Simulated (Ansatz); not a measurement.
# Ba3Au: the cost of one run

Program: Ansatz 0.2.0. Level of theory: DFT PBE, scalar-relativistic, plane waves, PAW. These are calculated values, not measurements.

1 further run of the same task is left out (it didn't finish).

## Step 1: The starting structure

It takes space group Pm-3m (No. 221, cubic). The conventional cell has a = 5.045 Å, b = 5.045 Å, c = 5.045 Å, α = 90.00°, β = 90.00°, γ = 90.00°. Ba (site symmetry 4/mmm) is surrounded by 8 Ba at 3.57 Å and 4 Au at 3.57 Å. Au (site symmetry m-3m) is surrounded by 12 Ba at 3.57 Å.

As a file:

```cif
data_structure
_symmetry_space_group_name_H-M 'P 1'
_symmetry_Int_Tables_number 1
_cell_length_a 5.0452
_cell_length_b 5.0452
_cell_length_c 5.0452
_cell_angle_alpha 90.000
_cell_angle_beta 90.000
_cell_angle_gamma 90.000
_cell_volume 128.42
loop_
_atom_site_label
_atom_site_type_symbol
_atom_site_fract_x
_atom_site_fract_y
_atom_site_fract_z
_atom_site_occupancy
Ba1 Ba 0.00000 0.50000 0.50000 1
Ba2 Ba 0.50000 0.00000 0.50000 1
Ba3 Ba 0.50000 0.50000 0.00000 1
Au1 Au 0.00000 0.00000 0.00000 1
```

This is candidate A: Cu3Au (L1_2) type (Pm-3m, No. 221).

(A quick probe on a coarse mesh, which set the mesh and smearing, is not shown.)

## Step 3: A loose first relaxation (candidate A)

File input.yaml:

```yaml
crystal:
  lattice:
    - [5.0451855902, 0.0, 0.0]
    - [0.0, 5.0451855902, 0.0]
    - [0.0, 0.0, 5.0451855902]
  atoms:
    - { symbol: Ba, position: [0.0, 0.5, 0.5] }
    - { symbol: Ba, position: [0.5, 0.0, 0.5] }
    - { symbol: Ba, position: [0.5, 0.5, 0.0] }
    - { symbol: Au, position: [0.0, 0.0, 0.0] }
basis:
  ecutwfc: 420
kpoints:
  mp_grid: { grid: [4, 4, 4] }
hamiltonian:
  xc: pbe
scf:
  occupations: { method: gaussian, width: 0.1 }
  lower_state_search: "off"
output:
  forces: true
  stress: true
  eigenvalues: true
relax:
  adjacent_minimum: "off"
  f_tol: 0.04
  max_steps: 70
  cell: { stress_tol: 0.4 }
```

The run is started by

```console
$ ansatz run input.yaml --threads 1 --pin off --max-ram 2560MiB --backend cpu --events-out ev --progress --plain --runs-dir out
```

What time and memory should one allow on 1 thread of Intel Xeon 6975P-C (Granite Rapids), shared host?

About 9.2 s, with a peak of 0.44 GiB.
